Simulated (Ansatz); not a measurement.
**Ge: a strain scan**

This session takes Ge and sets out to see how energy and stress answer to the strain pattern (1, -1, 0, 0, 0, 0).

Method: DFT PBEsol, scalar-relativistic, plane waves, PAW, in Ansatz 0.2.0.

### 1 The structure to begin with

The structure is cubic, space group Fd-3m (No. 227). The conventional cell has a = 5.658 Å, b = 5.658 Å, c = 5.658 Å, α = 90.00°, β = 90.00°, γ = 90.00°. Ge (site symmetry -43m) has 4 Ge at 2.45 Å as nearest neighbours.

As a file:

```
Ge
1.0
     0.00000    2.82877    2.82877
     2.82877    0.00000    2.82877
     2.82877    2.82877    0.00000
Ge
2
Direct
  0.50000 0.50000 0.50000
  0.75000 0.75000 0.75000
```

The cell is taken as given, not relaxed at this level.

### 2 Zero of energy

The reference gives a free energy of -8506.9932 eV, pressure 0.67 GPa, largest force 0.000 eV/Å and gap on the mesh none (metal). It was computed beforehand with the settings of the runs below.

### 3 Next: a strain scan

The cell is strained by ε times the Voigt pattern (1, -1, 0, 0, 0, 0) (xx, yy, zz, yz, xz, xy; engineering shear), with fractional coordinates fixed (clamped ions). The stress on the pattern is the sum of the stress components weighted by it, tension positive.

### 4 ε = -0.0200

input.yaml reads:

```yaml
crystal:
  lattice:
    - [0.0, 2.8853454, 2.82877]
    - [2.7721946, 0.0, 2.82877]
    - [2.7721946, 2.8853454, 0.0]
  atoms:
    - { symbol: Ge, position: [0.5, 0.5, 0.5] }
    - { symbol: Ge, position: [0.75, 0.75, 0.75] }
basis:
  ecutwfc: 420
kpoints:
  mp_grid: { grid: [14, 14, 14] }
hamiltonian:
  xc: pbesol
scf:
  occupations: { method: gaussian, width: 0.15 }
output:
  forces: true
  stress: true
  eigenvalues: true
```

On the command line:

```bash
$ ansatz run input.yaml --threads 1 --pin off --max-ram 2560MiB --backend cpu --events-out ev --progress --plain --runs-dir out
```

### 5 Point ε = 0.0150

Edit input.yaml of step 4 so:

```diff
@@ -2,5 +2,5 @@
   lattice:
-    - [0.0, 2.8853454, 2.82877]
-    - [2.7721946, 0.0, 2.82877]
-    - [2.7721946, 2.8853454, 0.0]
+    - [0.0, 2.78633845, 2.82877]
+    - [2.87120155, 0.0, 2.82877]
+    - [2.87120155, 2.78633845, 0.0]
   atoms:
```

### 6 Point ε = -0.0100

Edit input.yaml of step 5 so:

```diff
@@ -2,5 +2,5 @@
   lattice:
-    - [0.0, 2.78633845, 2.82877]
-    - [2.87120155, 0.0, 2.82877]
-    - [2.87120155, 2.78633845, 0.0]
+    - [0.0, 2.8570577, 2.82877]
+    - [2.8004823, 0.0, 2.82877]
+    - [2.8004823, 2.8570577, 0.0]
   atoms:
```

### 7 At ε = 0.0050

Edit input.yaml of step 6 so:

```diff
@@ -2,5 +2,5 @@
   lattice:
-    - [0.0, 2.8570577, 2.82877]
-    - [2.8004823, 0.0, 2.82877]
-    - [2.8004823, 2.8570577, 0.0]
+    - [0.0, 2.81462615, 2.82877]
+    - [2.84291385, 0.0, 2.82877]
+    - [2.84291385, 2.81462615, 0.0]
   atoms:
```

### 8 At ε = 0.0175

Edit input.yaml of step 7 so:

```diff
@@ -2,5 +2,5 @@
   lattice:
-    - [0.0, 2.81462615, 2.82877]
-    - [2.84291385, 0.0, 2.82877]
-    - [2.84291385, 2.81462615, 0.0]
+    - [0.0, 2.779266525, 2.82877]
+    - [2.878273475, 0.0, 2.82877]
+    - [2.878273475, 2.779266525, 0.0]
   atoms:
```

### 9 Point ε = 0.0125

Edit input.yaml of step 8 so:

```diff
@@ -2,5 +2,5 @@
   lattice:
-    - [0.0, 2.779266525, 2.82877]
-    - [2.878273475, 0.0, 2.82877]
-    - [2.878273475, 2.779266525, 0.0]
+    - [0.0, 2.793410375, 2.82877]
+    - [2.864129625, 0.0, 2.82877]
+    - [2.864129625, 2.793410375, 0.0]
   atoms:
```

### 10 At ε = 0.0075

Edit input.yaml of step 9 so:

```diff
@@ -2,5 +2,5 @@
   lattice:
-    - [0.0, 2.793410375, 2.82877]
-    - [2.864129625, 0.0, 2.82877]
-    - [2.864129625, 2.793410375, 0.0]
+    - [0.0, 2.807554225, 2.82877]
+    - [2.849985775, 0.0, 2.82877]
+    - [2.849985775, 2.807554225, 0.0]
   atoms:
```

### 11 Point ε = 0.0025

Edit input.yaml of step 10 so:

```diff
@@ -2,5 +2,5 @@
   lattice:
-    - [0.0, 2.807554225, 2.82877]
-    - [2.849985775, 0.0, 2.82877]
-    - [2.849985775, 2.807554225, 0.0]
+    - [0.0, 2.821698075, 2.82877]
+    - [2.835841925, 0.0, 2.82877]
+    - [2.835841925, 2.821698075, 0.0]
   atoms:
```

(Steps that only read results are left out.)

Before running it: what results should come out? Wanted: slope of the stress at ε = 0, from the points at -0.0100, 0 and 0.0025.

The runs gave:

| quantity | value |
| --- | --- |
| slope of the stress at ε = 0, from the points at -0.0100, 0 and 0.0025 | 142 GPa |

The slope of the stress at zero strain, 142 GPa, estimates C11 + C22 − 2 C12 with clamped ions in this Cartesian frame; letting the atoms relax could not make it stiffer. The undisturbed cell stays the lowest of the sampled points. A gap opens on the mesh, up to 0.10 eV.
